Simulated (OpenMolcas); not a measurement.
# Ni⁴⁺ among point charges: CASSCF and CASPT2 levels and susceptibility

Aim: the splitting of the states of Ni⁴⁺ in the field of 5 point charges, its lowest levels with spin-orbit coupling and its magnetic susceptibility.

Program: OpenMolcas 26.06. Level of theory: state-averaged CASSCF and CASPT2, spin-orbit coupling by RASSI with atomic mean-field integrals. These are calculated values, not measurements, unless marked.

## Step 1: The system

- Species: Ni⁴⁺ (nickel, Z = 28, 24 electrons)
- Basis: ANO-RCC-VTZP [6s5p3d2f1g], 59 functions
- Scalar Hamiltonian: DKH2, point nucleus
- Inactive shells: 1s 2s 2p 3s 3p
- Active space: 6 electrons in 5 orbitals (3d)
- Some configurations of this space: 3d⁶
- Orbitals: optimised for each spin and parity, averaged over all roots

Outer shells as boxes (Hund's rule):

3d6
```
3d [↑↓][↑ ][↑ ][↑ ][↑ ]
```

The ion sits among 5 point charges of -1 e arranged as a square pyramid (C4v), 1.72 Å from the ion, with the axial distance 2.030 Å.

The work runs as a chain of OpenMolcas steps in one folder; each step below is one input file. Labels, J, g values, rates, χT and fits are worked out afterwards by a script from the matrices that RASSI stores.

## Step 2: GATEWAY and SEWARD: basis and integrals

a.inp

```
&GATEWAY
Coord
1

Ni 0.0 0.0 0.0
Basis=ANO-RCC-VTZP
Group=NoSym
NoMove
AngMom=0.0 0.0 0.0
AMFI
XField
5 Angstrom 0
1.720000 0.000000 0.000000 -1.000000
0.000000 1.720000 0.000000 -1.000000
-1.720000 0.000000 0.000000 -1.000000
0.000000 -1.720000 0.000000 -1.000000
0.000000 0.000000 2.029600 -1.000000
&SEWARD
```

Launch:

```
> OMP_NUM_THREADS=1 MOLCAS_MEM=1689 MOLCAS_PROJECT=a pymolcas a.inp > a.log
```

## Step 3: Reference wave functions, quintets, 5 roots

a.inp

```
&RASSCF
FileOrb=start.orb
Symmetry=1
Spin=5
nActEl=6 0 0
Inactive=9
Ras2=5
CIRoot=5 5 1
SDav=5
CIMx=300
Iter=120 100
PrWF=0.3
OrbListing=Nothing
MaxOrb=0
>>> COPY $Project.JobIph JOB001
```

start.orb holds the contracted functions of the basis, ordered by shell, or the orbitals of the step before.

## Step 4: CASSCF: triplets, 45 roots

a.inp

```
&RASSCF
FileOrb=start.orb
Symmetry=1
Spin=3
nActEl=6 0 0
Inactive=9
Ras2=5
CIRoot=45 45 1
SDav=45
CIMx=300
Iter=120 100
PrWF=0.3
OrbListing=Nothing
MaxOrb=0
>>> COPY $Project.JobIph JOB002
```

## Step 5: CASSCF: singlets, 50 roots

a.inp

```
&RASSCF
FileOrb=start.orb
Symmetry=1
Spin=1
nActEl=6 0 0
Inactive=9
Ras2=5
CIRoot=50 50 1
SDav=50
CIMx=300
Iter=120 100
PrWF=0.3
OrbListing=Nothing
MaxOrb=0
>>> COPY $Project.JobIph JOB003
```

## Step 6: State interaction with spin-orbit coupling

a.inp

```
&RASSI
NrOfJobIphs=3 5 45 50
1 2 3 4 5
1 2 3 4 5 6 7 8 9 10 11 12 13 14 15 16 17 18 19 20 21 22 23 24 25 26 27
28 29 30 31 32 33 34 35 36 37 38 39 40 41 42 43 44 45
1 2 3 4 5 6 7 8 9 10 11 12 13 14 15 16 17 18 19 20 21 22 23 24 25 26 27
28 29 30 31 32 33 34 35 36 37 38 39 40 41 42 43 44 45 46 47 48 49 50
IphNames
JOB001
JOB002
JOB003
EJob
SpinOrbit
DIPRint=1.0
SOCoupling=1000.0
Subsets=2
Property=9
'ANGMOM' 1 'ANGMOM' 2 'ANGMOM' 3 'MLTPL  1' 1 'MLTPL  1' 2 'MLTPL  1' 3
'AMFI' 1 'AMFI' 2 'AMFI' 3
SOProperty=3
'ANGMOM' 1 'ANGMOM' 2 'ANGMOM' 3
```

## Step 7: CASPT2: IPEA 0.25, imaginary shift 0.1 (closed shells correlated: 3s 3p)

a.inp

```
>>> COPY JOB001 $Project.JobIph
&CASPT2
Multistate=5 1 2 3 4 5
NoMult
Frozen=5
IPEA=0.25
Imaginary=0.1
MaxIter=60
WThr=0.0 0.3 0.05
PrWF=0.5
NoMix
>>> COPY JOB002 $Project.JobIph
&CASPT2
Multistate=45 1 2 3 4 5 6 7 8 9 10 11 12 13 14 15 16 17 18 19 20 21 22
23 24 25 26 27 28 29 30 31 32 33 34 35 36 37 38 39 40 41 42 43 44 45
NoMult
Frozen=5
IPEA=0.25
Imaginary=0.1
MaxIter=60
WThr=0.0 0.3 0.05
PrWF=0.5
NoMix
>>> COPY JOB003 $Project.JobIph
&CASPT2
Multistate=50 1 2 3 4 5 6 7 8 9 10 11 12 13 14 15 16 17 18 19 20 21 22
23 24 25 26 27 28 29 30 31 32 33 34 35 36 37 38 39 40 41 42 43 44 45 46
47 48 49 50
NoMult
Frozen=5
IPEA=0.25
Imaginary=0.1
MaxIter=60
WThr=0.0 0.3 0.05
PrWF=0.5
NoMix
```

(Steps that only read results are left out.)

**Question.** What will these runs give? Wanted: spin-free ground state; first state of the same spin within the active space; lowest level; next level.

The runs gave:

| quantity | value |
| --- | --- |
| method | SS-CASPT2, IPEA 0.25, imaginary shift 0.1 (closed shells correlated: 3s 3p) |
| spin-free ground state | quintet, 1-fold in its orbital part |
| first state of the same spin within the active space | quintet at 120 cm⁻¹ |
| lowest level | 1-fold |
| next level | 38.2 cm⁻¹ |
| χT at 300 K | 5.31 cm³ K/mol |
| effective moment at 300 K | 6.51 μB |

Cost by method:

| method | time of its own steps | time with the reference |
| --- | --- | --- |
| A. CASSCF | 17 s | 17 s |
| B. SS-CASPT2, IPEA 0.25, imaginary shift 0.1, +3s 3p | 16 s | 33 s |

Times are of one thread on a shared host.

The spin-free ground state (quintet) comes to 100 % from free-ion D terms and keeps the highest spin of the shell. χT at 300 K is 5.31, against 3.01 cm³ K/mol for the spin alone, so orbital moment adds to it. An active space of the d shell alone favours high spin; real ions in strong fields can be low spin. The field of point charges can differ much from that of real complexes. With metal d orbitals alone active, the gaps between spin states are rough; where two lie within a few thousand cm-1, their order is open. Point charges carry no covalency, so the field is a model and not that of real ligands.
